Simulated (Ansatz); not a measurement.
# Mg3O3F: the cost of one run

Computed with Ansatz 0.2.0 (DFT PBE, scalar-relativistic, plane waves, PAW, unless a step's input says otherwise).

The COD cell was measured well above room temperature, so it is larger than a cold one.

2 further runs of the same task are left out: 2 set aside as unsound or not needed. Runs told in other sessions of the task aren't counted.

**1. Starting point**

It takes space group Fm-3m (No. 225, cubic). The conventional cell has a = 4.255 Å, b = 4.255 Å, c = 4.255 Å, α = 90.00°, β = 90.00°, γ = 90.00°. Around Mg (site symmetry m-3m) lie 6 O at 2.13 Å. Around O (site symmetry m-3m) lie 6 Mg at 2.13 Å.

As a file:

```xyz
2
Lattice="0.0000 2.1274 2.1274 2.1274 0.0000 2.1274 2.1274 2.1274 0.0000" Properties=species:S:1:pos:R:3 pbc="T T T"
Mg    0.0000    0.0000    0.0000
O     2.1274    2.1274    2.1274
```

This cell was relaxed beforehand with the same method: volume 9.63 Å³/atom, gap on the mesh 4.46 eV.

**3. Setting up the map**

Atoms count from 1 in the order of the input.

F is moved along a line over the surface and along the normal, above a rigid substrate.

First coordinate, position of F7 along the diagonal of the surface cell, from above O6: 8 values from 0.00 to 3.72 Å, periodic. Second coordinate, height of F7 above the plane of O6: 8 values from 0.69 to 3.69 Å.

Nothing else is relaxed. Points are written as (first, second).

(The set-up runs are not shown.)

**4. The run at (2.13 Å, 1.39 Å)**

input.yaml reads:

```yaml
crystal:
  lattice:
    - [3.0085896314, 0.0, 0.0]
    - [0.0, 3.0085896314, 0.0]
    - [0.0, 0.0, 21.2799623077]
  atoms:
    - { symbol: Mg, position: [0.5, 0.5, 0.1879702578] }
    - { symbol: O, position: [0.0, 0.0, 0.1879702578] }
    - { symbol: Mg, position: [0.0, 0.0, 0.2881792351] }
    - { symbol: O, position: [0.5, 0.5, 0.2877217412] }
    - { symbol: Mg, position: [0.5, 0.5, 0.3867964645] }
    - { symbol: O, position: [0.0, 0.0, 0.3890966623] }
    - { symbol: F, position: [0.5, 0.5, 0.4544163269], spin: 1.0 }
basis:
  ecutwfc: 420
kpoints:
  mp_grid: { grid: [9, 9, 1] }
hamiltonian:
  xc: pbe
  pseudopotentials: { kind: paw, azcp: { folder: soft_1 } }
scf:
  occupations: { method: gaussian, width: 0.05 }
output:
  forces: true
  eigenvalues: true
  populations: true
magnetization:
  spin_polarized: true
efield:
  axis: 3
  dipole_correction: true
  ramp_width: 0.04
```

Command:

```console
> ansatz run input.yaml --threads 1 --pin off --max-ram 3072MiB --backend cpu --events-out ev --progress --plain --runs-dir out
```

Q: Estimate wall time and peak memory on 1 thread of Arm Neoverse V2, shared host.

About 40 s, with a peak of 0.45 GiB.
